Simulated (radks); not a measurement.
# Nuclear size and the levels of Ba

Aim: how the total energy, the levels and the density at the nucleus of Ba respond when the nuclear radius is scaled.

The numbers are computed with radks (a radial shooting solver on a logarithmic mesh, Libxc functionals) version 1 (Dirac Kohn-Sham, exchange-only LDA, spin-unpolarised, spherical densities, finite nucleus), except any that are marked as measured or tabulated.

## Step 1: The system

```
element            : barium (Z = 56)
charge             : 0
electrons          : 56
configuration      : [Xe] 6s2
nuclear rms radius : 4.8378 fm
```

Outer shells as boxes (Hund's rule):

Ba
```
[Xe] core
6s [↑↓]
```

## Step 2: rms radius 4.8378 fm

Settings of this run:

```text
Z 56
configuration [Xe] 6s2 5d0 6p0
relativity Dirac
functional lda,
spin unpolarised
j_filling average
nucleus finite rms 4.8378 fm
c 137.035999084
```

## Step 3: rms radius 4.0444 fm

Settings, as their differences from step 2:

```diff
@@ -6,3 +6,3 @@
 j_filling average
-nucleus finite rms 4.8378 fm
+nucleus finite rms 4.0444 fm
 c 137.035999084
```

## Step 4: rms radius 4.4798 fm

Settings, as their differences from step 3:

```diff
@@ -6,3 +6,3 @@
 j_filling average
-nucleus finite rms 4.0444 fm
+nucleus finite rms 4.4798 fm
 c 137.035999084
```

## Step 5: rms radius 5.07 fm

Settings, as their differences from step 4:

```diff
@@ -6,3 +6,3 @@
 j_filling average
-nucleus finite rms 4.4798 fm
+nucleus finite rms 5.07 fm
 c 137.035999084
```

## Step 6: rms radius 5.9747 fm

Settings, as their differences from step 5:

```diff
@@ -6,3 +6,3 @@
 j_filling average
-nucleus finite rms 5.07 fm
+nucleus finite rms 5.9747 fm
 c 137.035999084
```

What does the calculation give? Wanted: for each run, rms radius; total energy shift; density at nucleus; 1s1/2 shift; 2s1/2 shift; 5p1/2 shift; 6s1/2 shift; 6p1/2 shift.

The runs gave:

```csv
rms radius (fm),total energy shift (eV),density at nucleus (e/bohr³),1s1/2 shift (meV),2s1/2 shift (meV),5p1/2 shift (meV),6s1/2 shift (meV),6p1/2 shift (meV)
4.0444,-2.53,3.327e+05,-1053,-126,0.195,-0.0333,0.0406
4.4798,-1.19,3.262e+05,-494,-59.3,0.0913,-0.0156,0.0191
4.8378,0,3.214e+05,0,0,0,0,0
5.07,0.808,3.185e+05,337,40.4,-0.0622,0.0107,-0.0130
5.9747,4.25,3.086e+05,1770,212,-0.327,0.0560,-0.0682
```

What this shows: Shifts are against the first run. Over the range the 1s1/2 level moves by 2.82 eV and the 6p1/2 level by -0.109 meV. A larger nucleus binds the 1s electrons less and lowers the density at its centre. These are shifts of eigenvalues, not the field shifts of spectral lines.
